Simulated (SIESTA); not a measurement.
# Ge2Sb2Te5 in SIESTA: the effect of functional

The system is Ge2Sb2Te5.

```
CELL_PARAMETERS angstrom
6.83914 -3.06601 0.00000
6.83914 3.06601 0.00000
-6.83098 0.00000 6.84761
ATOMIC_POSITIONS crystal
Te 0.59470 0.59470 0.38643
Te 0.79529 0.79529 0.19611
Te 0.00832 0.00832 0.00643
Te 0.20652 0.20652 0.80980
Te 0.39996 0.39996 0.59712
Sb 0.90171 0.90171 0.58787
Sb 0.11187 0.11187 0.41735
Ge 0.28429 0.28429 0.18783
Ge 0.49734 0.49734 0.01104
```

The cell comes from a database or a generator and needn't be the stable form of this composition.

Alike in all runs:

```yaml
Program: SIESTA 5.4.2
Task: band structure
Basis: DZP (energy shift 0.003 Ry; two zetas on semicore shells)
Grid_cutoff: 800 Ry
Energy_shift: 0.003 Ry
k_mesh: 5 × 5 × 4
Occupations: fermi-dirac, width 0.05 eV
Spin: no spin polarisation
```

```csv
functional,potentials or basis,gap on the mesh (eV),pressure (GPa),largest force (eV/Å)
PBE,PseudoDojo 0.4 standard (PBE files),?,?,?
LDA,PseudoDojo 0.4 standard (LDA files),0.24,-2.4,0.12
PBEsol,PseudoDojo 0.4 standard (PBEsol files),0.23,-1.4,0.19
```

Question: What does the run with functional PBE give?

Answer: gap on the mesh 0.24 eV; pressure 1.0 GPa; largest force 0.30 eV/Å.

Caveats: spin-orbit coupling is left out, which moves the levels of the heavy elements; the mesh misses the band edges, which the band path finds closer together; the basis of atomic orbitals isn't converged, which shifts pressures, moduli and gaps.
